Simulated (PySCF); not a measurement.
**A diatomic session: LiBi**

One table from this session's results is given with a row withheld; the runs are named, their logs left out.

Method: Li aug-cc-pVDZ, Bi aug-cc-pVDZ-PP with ECP60, scalar-relativistic core potentials; program: PySCF 2.14.0.

Set-up of the first run:

The job is set up so:

```
atoms                         : Li, Bi
charge                        : 0
basis                         : Li aug-cc-pVDZ, Bi aug-cc-pVDZ-PP with ECP60
Hamiltonian                   : scalar-relativistic core potentials
basis functions               : 55
electrons treated             : 26
masses in u                   : 7.0160, 208.9804
levels                        : PBE0, PBE, r²SCAN, PBEsol, BLYP, B97-3, HF, MP2, SCS-MP2, CCSD, CCSD(T)
grid                          : 80 radial by 434 angular points
occupations                   : held fixed by the projection of orbital angular momentum
dissociation limit            : Li + Bi, each in its ground configuration
starting distance in angstrom : 2.745
values of 2S to try           : 0, 2, 4
```

Run with:

```console
$ OMP_NUM_THREADS=1 python dia.py task.json out
```

Steps of the session up to this table: Input; PBE0 along the bond; Excited determinants; PBE (GGA); r²SCAN; PBEsol (GGA); BLYP; B97-3 (global hybrid GGA); UHF (mean field); MP2 and coupled cluster.

One table of the session follows, with a row left open; its other results are not shown here.

Differences from CCSD(T) in the same basis:

| level | Re (mÅ) | ωe (%) |
| --- | --- | --- |
| UHF | +5 | -0.9 |
| UHF-MP2 | -18 | +6.9 |
| UHF-SCS-MP2 | -11 | +5.7 |
| UHF-CCSD | -2 | -0.2 |
| PBE | -17 | +0.7 |
| PBEsol | -31 | +2.1 |
| BLYP | ? | ? |
| r²SCAN | -20 | +2.6 |
| PBE0 | -35 | +4.3 |
| B97-3 | -33 | +4.1 |

Q: Estimate the row for BLYP from the others.

**Answer.** Re (mÅ): -13; ωe (%): -0.1. In the column «Re (mÅ)» it lies between PBE (-17) and UHF-SCS-MP2 (-11).
